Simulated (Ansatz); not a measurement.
# AlBH5NO: the cost of one run

Method: RKS revPBE-D4/cc-pVDZ, in Ansatz 0.2.0.

**1. Starting point**

Bond lengths: B1–O2 1.328 Å, O2–Al3 1.670 Å, Al3–N4 1.775 Å, B1–H5 1.180 Å, B1–H6 1.180 Å, Al3–H7 1.514 Å, N4–H8 1.014 Å, N4–H9 1.011 Å. Angles: B1–O2–Al3 177.8°, O2–B1–H5 119.7°, O2–B1–H6 119.8°, H5–B1–H6 120.5°, O2–Al3–N4 121.7°, O2–Al3–H7 113.1°, N4–Al3–H7 125.2°, Al3–N4–H8 125.4°, Al3–N4–H9 126.2°, H8–N4–H9 108.4°.

As a file:

```xyz
9

B     1.3637    1.5987   -0.5928
O     0.7272    0.4754   -0.2818
Al   -0.0249   -0.9708    0.0806
N    -1.6978   -1.0300    0.6715
H     1.2201    2.0758   -1.6627
H     2.0636    2.1158    0.2043
H     0.8634   -2.1756   -0.1471
H    -2.3031   -0.2271    0.8025
H    -2.2121   -1.8623    0.9254
```

**2. End point A**

Contents of input.yaml:

```yaml
crystal:
  periodic: [false, false, false]
  atoms:
    - { symbol: B, position_ang: [1.36367, 1.59867, -0.59279] }
    - { symbol: O, position_ang: [0.7272, 0.47545, -0.28178] }
    - { symbol: Al, position_ang: [-0.02493, -0.97084, 0.08065] }
    - { symbol: "N", position_ang: [-1.69783, -1.02996, 0.67153] }
    - { symbol: H, position_ang: [1.2201, 2.07581, -1.66275] }
    - { symbol: H, position_ang: [2.06356, 2.11576, 0.20429] }
    - { symbol: H, position_ang: [0.86343, -2.17557, -0.14714] }
    - { symbol: H, position_ang: [-2.30308, -0.22706, 0.80255] }
    - { symbol: H, position_ang: [-2.21212, -1.86226, 0.92543] }
basis:
  gaussian: { orbitals: cc-pVDZ }
hamiltonian:
  xc: revpbe
  dispersion: d4
relax:
  f_tol: 0.015
  max_steps: 40
output:
  orbitals: {}
```

The run is started by

```console
ansatz run input.yaml --threads 1 --pin off --max-ram 2048MiB --backend cpu --events-out ev --progress --plain --runs-dir out
```

Q: Estimate wall time and peak memory on 1 thread of Arm Neoverse V1, shared host.

About 20 s, with a peak of 0.14 GiB.
